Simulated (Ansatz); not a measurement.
# As2S: the cost of one run

Method: DFT r2SCAN, scalar-relativistic, plane waves, PAW, in Ansatz 0.2.0.

## 1. The starting structure

Symmetry: P4/nmm, No. 129, tetragonal system. Conventional cell: a = 4.257 Å, b = 4.257 Å, c = 6.495 Å, α = 90.00°, β = 90.00°, γ = 90.00°. As (site symmetry -4m2) has 8 As at 2.76 to 3.01 Å and 4 S at 2.89 Å as nearest neighbours. As (site symmetry 4mm) has 4 As at 2.76 Å and 5 S at 2.79 to 3.02 Å as nearest neighbours. S (site symmetry 4mm) is surrounded by 9 As at 2.79 to 3.02 Å.

Coordinates:

```cif
data_structure
_symmetry_space_group_name_H-M 'P 1'
_symmetry_Int_Tables_number 1
_cell_length_a 4.2570
_cell_length_b 4.2570
_cell_length_c 6.4954
_cell_angle_alpha 90.000
_cell_angle_beta 90.000
_cell_angle_gamma 90.000
_cell_volume 117.71
loop_
_atom_site_label
_atom_site_type_symbol
_atom_site_fract_x
_atom_site_fract_y
_atom_site_fract_z
_atom_site_occupancy
As1 As 0.00000 0.00000 0.00000 1
As2 As 0.50000 0.50000 0.00000 1
As3 As 0.00000 0.50000 0.27000 1
As4 As 0.50000 0.00000 0.73000 1
S1 S 0.00000 0.50000 0.70000 1
S2 S 0.50000 0.00000 0.30000 1
```

(A quick probe on a coarse mesh, which set the mesh and smearing, is not shown.)

## 3. Coarse relaxation

input.yaml reads:

```yaml
crystal:
  lattice:
    - [4.2570293928, 0.0, 0.0]
    - [0.0, 4.2570293928, 0.0]
    - [0.0, 0.0, 6.4953822725]
  atoms:
    - { symbol: As, position: [0.0, 0.0, 0.0] }
    - { symbol: As, position: [0.5, 0.5, 0.0] }
    - { symbol: As, position: [0.0, 0.5, 0.27] }
    - { symbol: As, position: [0.5, 0.0, 0.73] }
    - { symbol: S, position: [0.0, 0.5, 0.7] }
    - { symbol: S, position: [0.5, 0.0, 0.3] }
basis:
  ecutwfc: 500
kpoints:
  mp_grid: { grid: [4, 4, 4] }
hamiltonian:
  xc: r2scan
scf:
  occupations: { method: gaussian, width: 0.1 }
  lower_state_search: "off"
output:
  forces: true
  stress: true
  eigenvalues: true
relax:
  adjacent_minimum: "off"
  f_tol: 0.04
  max_steps: 70
  cell: { stress_tol: 0.4 }
```

Command:

```
$ ansatz run input.yaml --threads 1 --pin off --max-ram 2560MiB --backend cpu --events-out ev --progress --plain --runs-dir out
```

Q: Estimate wall time and peak memory on 1 thread of Arm Neoverse V2, shared host.

About 2.7 min, with a peak of 0.69 GiB.
